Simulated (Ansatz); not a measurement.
# NiMoIrPdW (Cm) in Ansatz: settings compared, part 2 of 2

Ansatz 0.2.0.

**4. Relaxation of cell and atoms, PBEsol, collinear spin, ferromagnetic start**

File input.yaml:

```yaml
crystal:
  lattice:
    - [2.3446, -1.43138, 0.00906]
    - [2.3446, 1.43138, 0.00906]
    - [-2.206, 0.0, 10.92374]
  atoms:
    - { symbol: Ni, position: [0.49838, 0.49838, 0.29525], spin: 1.0 }
    - { symbol: Mo, position: [0.31773, 0.31773, 0.91207], spin: 1.0 }
    - { symbol: Pd, position: [0.24733, 0.24733, 0.49061] }
    - { symbol: Ir, position: [0.74982, 0.74982, 0.10802], spin: 0.6 }
    - { symbol: W, position: [0.68673, 0.68673, 0.69406] }
hamiltonian:
  xc: pbesol
  pseudopotentials: { kind: paw }
magnetization:
  spin_polarized: true
kpoints:
  mp_grid: { grid: [8, 8, 2] }
scf:
  occupations: { method: fermi_dirac, width: 0.05 }
output:
  forces: true
  stress: true
  eigenvalues: true
relax:
  f_tol: 0.01
  max_steps: 40
  cell: { stress_tol: 0.05 }
```

Potentials or basis: Ansatz PAW.

On the command line:

```bash
ansatz run input.yaml --threads 8 --pin off --max-ram 20480MiB --backend cpu --events-out ev --progress --plain --runs-dir out
```

The log of the run:

```text
Warning: RAYON_NUM_THREADS=8 ignored (pool sized by the plan → 8); use --threads N
Engine: ansatz 0.2.0, aarch64-unknown-linux-gnu
Pseudopotentials: kind: paw
Pseudopotential: Ni, paw, valence charge 18, recommended cutoff 420 eV (normal), Ni.paw.azcp
Pseudopotential: Mo, paw, valence charge 14, recommended cutoff 420 eV (normal), Mo.paw.azcp
Pseudopotential: Pd, paw, valence charge 18, recommended cutoff 420 eV (normal), Pd.paw.azcp
Pseudopotential: Ir, paw, valence charge 17, recommended cutoff 420 eV (normal), Ir.paw.azcp
Pseudopotential: W, paw, valence charge 14, recommended cutoff 420 eV (normal), W.paw.azcp
Functional definition: PBEsol
  exchange = pbesol_x
  correlation = pbesol_c
Crystal: 5 atoms, lattice volume = 73.378 Å³
Basis set: ecut = 420 eV, 1447 PW (Γ), exchange–correlation on 40×40×150 points (8 copies of the dense FFT grid, shifted against one another)
Bands: 51, of which v1, the nominal top of the filled ones, is band 41 counted from 1 (40 counted from 0)
Symmetry: 2 space group operations
Space group: Cm (ITA 8), of the structure as read, at distance tolerance 4.2e-5 Å
Magnetic group: BNS 8.32 (UNI 39), of the structure as read, at distance tolerance 4.2e-5 Å
k-points: 42 of 128 (time reversal used)
Non-local potential: Ni, projectors of the file, l = 0: 3, l = 1: 2, l = 2: 3, l = 3: 1
Non-local potential: Mo, projectors of the file, l = 0: 3, l = 1: 2, l = 2: 2, l = 3: 1
Non-local potential: Pd, projectors of the file, l = 0: 2, l = 1: 2, l = 2: 2, l = 3: 1
Non-local potential: Ir, projectors of the file, l = 0: 3, l = 1: 2, l = 2: 2, l = 3: 1
Non-local potential: W, projectors of the file, l = 0: 3, l = 1: 2, l = 2: 2, l = 3: 1
PAW form: soft (Blöchl's): semilocal exchange-correlation on the pseudo side does not see the compensation charge
PAW frozen core: Ni, regenerated for the run's functional, and the local potential with it (the file was generated under x = pbe(κ = 0.804, μ = 0.2195149727645171), c = pbe(β = 0.06672455060314922))
PAW frozen core: Mo, regenerated for the run's functional, and the local potential with it (the file was generated under x = pbe(κ = 0.804, μ = 0.2195149727645171), c = pbe(β = 0.06672455060314922))
PAW frozen core: Pd, regenerated for the run's functional, and the local potential with it (the file was generated under x = pbe(κ = 0.804, μ = 0.2195149727645171), c = pbe(β = 0.06672455060314922))
PAW frozen core: Ir, regenerated for the run's functional, and the local potential with it (the file was generated under x = pbe(κ = 0.804, μ = 0.2195149727645171), c = pbe(β = 0.06672455060314922))
PAW frozen core: W, regenerated for the run's functional, and the local potential with it (the file was generated under x = pbe(κ = 0.804, μ = 0.2195149727645171), c = pbe(β = 0.06672455060314922))
PAW one-centre angular grid: Ni, 590 points (default); XC on 64 Gauss nodes
PAW one-centre angular grid: Mo, 590 points (default); XC on 64 Gauss nodes
PAW one-centre angular grid: Pd, 590 points (default); XC on 64 Gauss nodes
PAW one-centre angular grid: Ir, 590 points (default); XC on 64 Gauss nodes
PAW one-centre angular grid: W, 590 points (default); XC on 64 Gauss nodes
[... 171 lines left out ...]
relax step   7: F+E_penalty+E_count = -39664.54455593 eV  Δ(F+E_penalty+E_count) = +9.317e-4 eV  max|allowed force component| = 2.457e-3 eV/Å  Δτ_max = 0.0000 Å  P = +0.015 GPa  Ω = 70.681 Å³  stress off target by 3.38e-2 GPa  SCF on the basis re-selected at this cell (its energy is not comparable with the rows above)  (19 SCF iters)
basis re-selected at this cell: Δ(F+E_penalty+E_count) = +9.317e-4 eV, ΔP = +0.015 GPa vs the last step (what re-selecting the basis moved, of the pressure what is left beyond the Pulay correction that the steps carried, after the strain that the cell walked since its last selection, with what the two solves' SCF thresholds leave and, on support functions, any second-order correction that the steps lacked; it is no measure of the basis error at this ecutwfc). This SCF's stress stands 3.38e-2 GPa from its target on what of the cell is left free (relax.cell.stress_tol is 5.00e-2 GPa) and its largest allowed force component is 2.46e-3 eV/Å (relax.f_tol is 1.00e-2 eV/Å): within both
SCF converged after 19 iterations
Magnetization: 0.0000 μB (40.5000 up, 40.5000 down)
Absolute magnetization: 0.0000 μB (∫|ρ↑−ρ↓|, with the PAW one-centre terms)
Spin contamination: 0.0000 ħ² per cell (⟨S²⟩ above its minimum at these occupations)
Per-site moments (μB) at R_I (Å): [(1.1383445093857392e-9, 1.0542488010181534), (-2.119971410509836e-10, 1.0952592644692165), (1.631121543168023e-10, 1.0831548242764057), (-2.8411744110303797e-10, 1.0542488010181534), (-2.161663499996947e-10, 1.115546600375473)]
Free energy (F): -39664.544556 eV
Harris-Foulkes:  -39664.544556 eV  (|F-HF|=2.18e-11)
Internal energy: -39664.523999 eV  (E = F + TS)
E sigma→0 (E₀):  -39664.534278 eV
Entropy (-TS):   -0.020557 eV (-4.111 meV/atom)
Fermi energy:    21.699992 eV
--- Per-component energies (eV) ---
  E_band       = -615.048490
  E_kinetic    = 2313.153035
  E_local      = -9123.843914  (includes V_loc(G=0)·N_el)
  E_nonlocal   = 1082.016477
  E_hartree    = 3782.978952
  E_xc         = -967.220705
  E_vxc        = -1088.590823  (∫ρ·V_xc dr)
  E_paw        = -25950.398759  (= ΣΔE_a)
  E_vpaw       = -1363.741932  (= ΣTr[D̂ρ^β])
  E_aug_tail   = 0.000724  (compensation charges beyond the density's cutoff)
  E_ewald      = -10802.405998
  E_core_change = 1.196189  (= ΣΔE_core)
  E_smearing   = -0.020557  (= −TS)
  E_closure    = 0.000000  (closes the sum)
  Σ components = -39664.544556   (vs F -39664.544556, Δ=0.00e0)
--- Forces (eV/Å), atoms counted from 1 ---
  atom   1  Ni     0.00043736     0.00000000     0.00025873
  atom   2  Mo    -0.00033688     0.00000000    -0.00010455
  atom   3  Pd     0.00023528     0.00000000     0.00210814
  atom   4  Ir     0.00024135     0.00000000     0.00019408
  atom   5  W     -0.00057715     0.00000000    -0.00245689
  max |Σ_I F_I| component: 4.94e-7 eV/Å
--- Stress (GPa, compression-positive) ---
        0.000338       0.000000       0.009152
        0.000000       0.011857       0.000000
        0.009152       0.000000       0.031318
  P = ⅓ Tr σ = 0.0145 GPa (0.145 kbar)
--- Band table (eV; the first three rows and the last of 84) ---
  k-point 0 ↑: bands = ["-80.7755", "-70.9528", "-63.1036", "-52.2162", "-41.4209", "-41.2555", "-41.2353", "-39.2476", "-29.0075", "-28.6006", "-28.5854", "-27.7673", "-27.5807", "-27.5205", "-16.6478", "-15.8429", "-15.7488", "-13.4052", "-12.6635", "-12.5807", "12.3291", "13.5305", "14.9790", "15.6675", "16.0071", "17.8212", "18.0935", "18.5060", "18.5845", "18.7321", "19.1390", "19.3751", "19.4713", "19.5170", "19.8489", "19.9566", "20.4139", "20.7787", "20.8161", "20.8998", "20.9646", "21.0985", "21.4109", "21.7515", "22.0512", "22.2397", "23.2525", "24.2102", "24.9888", "25.5531", "31.3205"]
  k-point 1 ↑: bands = ["-80.7755", "-70.9528", "-63.1036", "-52.2162", "-41.4209", "-41.2556", "-41.2353", "-39.2476", "-29.0075", "-28.6006", "-28.5854", "-27.7672", "-27.5807", "-27.5205", "-16.6478", "-15.8429", "-15.7488", "-13.4052", "-12.6635", "-12.5807", "12.4322", "13.2816", "15.0755", "15.6410", "16.2373", "17.8262", "18.0856", "18.5780", "18.6351", "18.7174", "19.0916", "19.3665", "19.5307", "19.5929", "19.6196", "19.9899", "20.0628", "20.2281", "20.7067", "20.7655", "21.1333", "21.2044", "21.7356", "21.9292", "22.2947", "22.4047", "23.2172", "24.2108", "24.9840", "25.5615", "30.4408"]
  k-point 2 ↑: bands = ["-80.7747", "-70.9476", "-63.0984", "-52.2001", "-41.4200", "-41.2602", "-41.2405", "-39.2179", "-29.0013", "-28.6436", "-28.5997", "-27.7573", "-27.6473", "-27.5495", "-16.6190", "-16.0143", "-15.8097", "-13.3785", "-12.8415", "-12.6411", "12.9005", "14.1022", "15.3897", "16.0859", "16.3390", "17.6321", "17.9548", "18.4758", "18.6325", "18.8145", "18.8943", "18.9703", "19.3213", "19.6135", "19.7311", "19.8327", "20.1522", "20.3816", "20.5614", "20.7883", "20.9150", "21.2029", "21.5459", "22.1653", "22.3456", "22.4446", "23.9816", "24.5123", "24.8945", "26.2275", "31.5882"]
  k-point 41 ↓: bands = ["-80.7689", "-70.9091", "-63.0601", "-52.0836", "-41.4136", "-41.3167", "-41.2531", "-39.0045", "-28.9580", "-28.9390", "-28.6990", "-28.1057", "-27.7424", "-27.6843", "-17.0901", "-16.4252", "-16.2013", "-13.9770", "-13.1857", "-13.0335", "14.7751", "15.4520", "15.8316", "16.0430", "16.1601", "16.5352", "17.6869", "17.9504", "18.4068", "18.9088", "18.9541", "19.2584", "20.0311", "20.6527", "20.6916", "21.2431", "21.4405", "21.5272", "21.9281", "22.3593", "22.6047", "22.8885", "23.6169", "24.3350", "24.6207", "25.5747", "26.1921", "27.1705", "27.6548", "28.0876", "28.6745"]
--- Relaxed structure (6 steps of the walk, 5 accepted, 1 SCFs on fresh bases) ---
  F+E_penalty+E_count = -39664.54455593 eV   max|allowed force component| = 2.457e-3 eV/Å   (the final SCF, on the basis selected at the relaxed cell)
  cell:  # Å, volume = 70.6812 Å³
    - [2.3255329406832956, -1.403693786156465, 0.01673064399618958]
    - [2.3255329406832956, 1.403693786156465, 0.01673064399618957]
    - [-2.15188529098043, -1.2241504857747603e-17, 10.810793723212052]
  atoms:
    - { symbol: Ni, position: [0.49789186850617523, 0.49789186850617523, 0.29575583591377796] }
    - { symbol: Mo, position: [0.3242008991438946, 0.3242008991438946, 0.9125431393565815] }
    - { symbol: Pd, position: [0.2455659298264083, 0.2455659298264083, 0.48976052048710644] }
    - { symbol: Ir, position: [0.7523168824147981, 0.7523168824147981, 0.10945836402807078] }
    - { symbol: W, position: [0.6800144201087237, 0.6800144201087237, 0.692492140214463] }
```

It took 64 s on 8 threads of Arm Neoverse V1, shared host; peak memory 0.73 GiB.

Results:

```yaml
Free_energy: -39664.5446 eV
Relaxed_volume: 14.14 Å³/atom
Relaxed_cell: a = 2.716 Å, b = 2.716 Å, c = 11.023 Å, α = 99.27°, β = 99.27°, γ = 62.23°
Space_group_after_relaxing_to_0.05_Å: Cm (No. 8)
Energy_gained_by_relaxing: 17.1 meV/atom
Ionic_steps: 6
Pressure_after_relaxing: 0.0 GPa
Band_gap_on_the_k_mesh: none (metal or under the smearing width)
Net_moment: 0.00 μB per cell
Absolute_moment: 0.00 μB per cell
```

Forces in eV/Å, atoms in the order of the input:
```
Ni   0.000  0.000  0.000
Mo   0.000  0.000  0.000
Pd   0.000  0.000  0.002
Ir   0.000  0.000  0.000
W   -0.001  0.000 -0.002
```

The path:
| step | energy change (eV) | largest force (eV/Å) | volume (Å³) |
| --- | --- | --- | --- |
| 1 | 0.0000 | 0.1297 | 73.38 |
| 2 | -0.0837 | 0.0735 | 71.00 |
| 3 | -0.0861 | 0.0430 | 70.65 |
| 4 | -0.0863 | 0.0162 | 70.66 |
| 5 | -0.0863 | 0.0027 | 70.68 |
| 6 | -0.0854 | 0.0025 | 70.68 |

Final structure:
```yaml
crystal:
  lattice:
    - [2.32553, -1.40369, 0.01673]
    - [2.32553, 1.40369, 0.01673]
    - [-2.15189, 0.00000, 10.81079]
  atoms:
    - { symbol: Ni, position: [0.49789, 0.49789, 0.29576] }
    - { symbol: Mo, position: [0.32420, 0.32420, 0.91254] }
    - { symbol: Pd, position: [0.24557, 0.24557, 0.48976] }
    - { symbol: Ir, position: [0.75232, 0.75232, 0.10946] }
    - { symbol: W, position: [0.68001, 0.68001, 0.69249] }
```

Levels at points of the mesh, in eV from the Fermi level:
Spin up:
```
              k point  band 37  band 38  band 39  band 40  band 41  band 42  band 43  band 44
   (0.00, 0.00, 0.00)    -1.29    -0.92    -0.88    -0.80    -0.74    -0.60    -0.29     0.05
  (0.00, 0.00, -0.50)    -1.64    -1.47    -0.99    -0.93    -0.57    -0.50     0.04     0.23
  (0.00, -0.50, 0.00)    -0.53    -0.45    -0.22     0.94     1.35     1.42     1.65     1.98
 (0.00, -0.50, -0.50)    -0.49    -0.24    -0.22     0.78     0.95     1.09     1.69     2.61
 (-0.50, -0.50, 0.00)    -0.43    -0.17    -0.14     0.34     1.14     1.20     1.77     2.94
(-0.50, -0.50, -0.50)    -0.26    -0.17     0.23     0.66     0.90     1.19     1.92     2.64
```
Spin down:
```csv
k point,band 36,band 37,band 38,band 39,band 40,band 41,band 42,band 43,band 44,band 45
"(0.00, 0.00, 0.00)",-1.74,-1.29,-0.92,-0.88,-0.80,-0.74,-0.60,-0.29,0.05,0.35
"(0.00, 0.00, -0.50)",-1.71,-1.64,-1.47,-0.99,-0.93,-0.57,-0.50,0.04,0.23,0.59
"(0.00, -0.50, 0.00)",-0.68,-0.53,-0.45,-0.22,0.94,1.35,1.42,1.65,1.98,2.53
"(0.00, -0.50, -0.50)",-0.61,-0.49,-0.24,-0.22,0.78,0.95,1.09,1.69,2.61,2.82
"(-0.50, -0.50, 0.00)",-0.47,-0.43,-0.17,-0.14,0.34,1.14,1.20,1.77,2.94,3.07
"(-0.50, -0.50, -0.50)",-0.46,-0.26,-0.17,0.23,0.66,0.90,1.19,1.92,2.64,2.92
```

Caveat: the plane-wave basis is chosen anew once the cell has moved, so the energies of steps on either side of that aren't comparable; the PAW data sets come from PBE, with cores solved anew for the run's functional, which leaves a small shift of forces and pressure; the starting moments weren't kept.

**5. The runs side by side**

```tsv
task	level	cell	k mesh	gap on the mesh (eV)	pressure (GPa)	moment (μB)	largest force (eV/Å)
atomic charges	PBE	as given	11 × 11 × 3	none	0.0	0.00	0.08
electron localisation function	PBE	as given	11 × 11 × 3	none	0.0	0.00	0.08
relaxation of cell and atoms	PBEsol	relaxed	8 × 8 × 2	none	0.0	0.00	-
```

Alike in all rows: potentials or basis Ansatz PAW; spin collinear, ferromagnetic start; cutoff (eV) 420; smearing fermi-dirac 0.05 eV.

Caveats: the starting moments weren't kept; the plane-wave basis is chosen anew once the cell has moved, so the energies of steps on either side of that aren't comparable (some runs); the PAW data sets come from PBE, with cores solved anew for the run's functional, which leaves a small shift of forces and pressure (some runs).

Total energies depend on the potentials used, so only differences within one code and one set of settings carry meaning.
